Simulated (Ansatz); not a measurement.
**C2H6AlFO: one species, many methods**

Aim: compute C2H6AlFO with functionals from several rungs and with coupled cluster. The yardstick is the atomisation energy at the CCSD(T) limit.

Method: functionals in def2-TZVPP, the program's frozen cores in correlated methods; program: Ansatz 0.2.0, Gaussian basis.

The runs, in order: PBE-D4, r2SCAN-D4, PBE0-D4, B3LYP-D4, ωB97X-V, ωB97M-V, B2PLYP; CCSD(T)/def2-TZVPP; MP2/def2-QZVPP; extrapolation to the limit.

## 1. Structure used throughout

All runs share one geometry, relaxed beforehand with PBE0-D4 in a triple-zeta def2 set.

SMILES `CO[CH2][AlH][F]`, 11 atoms, charge 0, spin multiplicity 1.

Atoms are counted from 1 here; the program's logs count them from 0.

Bond lengths: C1–O2 1.395 Å, C1–H6 1.100 Å, C1–H7 1.090 Å, C1–H8 1.105 Å, O2–C3 1.420 Å, C3–Al4 1.977 Å, C3–H9 1.101 Å, C3–H10 1.097 Å, Al4–F5 1.654 Å, Al4–H11 1.579 Å. Angles: O2–C1–H6 111.7°, O2–C1–H7 108.0°, O2–C1–H8 111.8°, H6–C1–H7 109.2°, H6–C1–H8 107.8°, H7–C1–H8 108.3°, C1–O2–C3 111.7°, O2–C3–Al4 111.2°, O2–C3–H9 110.9°, O2–C3–H10 106.5°, Al4–C3–H9 113.7°, Al4–C3–H10 108.6°, H9–C3–H10 105.4°, C3–Al4–F5 118.0°, C3–Al4–H11 124.7°, F5–Al4–H11 117.2°.

As a file:

```mol
C2H6AlFO
  3D, bonds by distance, orders not assigned

 11 10  0  0  0  0  0  0  0  0999 V2000
   -0.5792    0.3173    1.4573 C   0  0
    0.5225    0.8181    0.7631 O   0  0
    0.3471    0.7201   -0.6425 C   0  0
    0.5508   -1.1469   -1.2595 Al  0  0
    0.2636   -1.4720   -2.8557 F   0  0
   -1.4908    0.8930    1.2415 H   0  0
   -0.3618    0.3776    2.5240 H   0  0
   -0.7786   -0.7390    1.2024 H   0  0
   -0.5992    1.1888   -0.9543 H   0  0
    1.1382    1.3277   -1.0983 H   0  0
    1.0528   -2.3417   -0.3575 H   0  0
  1  2  8  0
  2  3  8  0
  3  4  8  0
  4  5  8  0
  1  6  8  0
  1  7  8  0
  1  8  8  0
  3  9  8  0
  3 10  8  0
  4 11  8  0
M  END
```

## 2. PBE-D4 (GGA)

in.yaml reads:

```yaml
crystal:
  periodic: [false, false, false]
  atoms:
    - {symbol: C, position_ang: [-0.579224, 0.317341, 1.457323]}
    - {symbol: O, position_ang: [0.522466, 0.818103, 0.763097]}
    - {symbol: C, position_ang: [0.347083, 0.720094, -0.642463]}
    - {symbol: Al, position_ang: [0.550825, -1.146905, -1.259477]}
    - {symbol: F, position_ang: [0.263553, -1.472012, -2.855666]}
    - {symbol: H, position_ang: [-1.490773, 0.893043, 1.241496]}
    - {symbol: H, position_ang: [-0.361842, 0.377580, 2.523987]}
    - {symbol: H, position_ang: [-0.778553, -0.738967, 1.202353]}
    - {symbol: H, position_ang: [-0.599169, 1.188846, -0.954321]}
    - {symbol: H, position_ang: [1.138211, 1.327721, -1.098253]}
    - {symbol: H, position_ang: [1.052823, -2.341746, -0.357474]}
basis:
  gaussian: {orbitals: def2-TZVPP}
hamiltonian: {xc: pbe, dispersion: d4}
output: {forces: true, orbitals: {seedname: orbitals}}
```

On the command line:

```
> ansatz run in.yaml --threads 4 --pin off --events-out ev --progress --plain --max-ram 10444MiB
```

After this run come: r2SCAN-D4 (meta-GGA); PBE0-D4 (hybrid); B3LYP-D4 (hybrid); ωB97X-V (range-separated); ωB97M-V (range-separated); B2PLYP (double hybrid); CCSD(T) in def2-TZVPP; MP2 in def2-QZVPP.

Before running them: what should the planned runs give, taken together? Wanted: atomisation energy, CCSD(T)/CBS; farthest; mean size of error, hybrid; mean size of error, range-separated; gap, smallest and largest; T1 diagnostic; triples share of the correlation energy.

The runs gave:

```
                               quantity                                  value
        atomisation energy, CCSD(T)/CBS                         967.3 kcal/mol
functionals within 4.8 kcal/mol (0.5 %)  r2SCAN-D4, B3LYP-D4, ωB97X-V, ωB97M-V
                               farthest                PBE-D4 (+13.7 kcal/mol)
             mean size of error, hybrid                           4.9 kcal/mol
    mean size of error, range-separated                           0.2 kcal/mol
              gap, smallest and largest   3.80 eV (PBE-D4), 10.25 eV (ωB97X-V)
                          T1 diagnostic                                 0.0120
triples share of the correlation energy                                  3.3 %
```

What this shows: PBE-D4 misses by +13.7 kcal/mol. Double hybrids carry the basis error of their MP2 part in triple zeta, and no dispersion term here, so their miss is partly the set-up's. Misses under about 4.8 kcal/mol are within the doubt on the reference itself, which lacks core-valence correlation, relativity and higher excitations. Hartree-Fock recovers 73 % of the binding; the rest is correlation. Orbital gaps span 3.8 to 10.2 eV; exact exchange widens them.
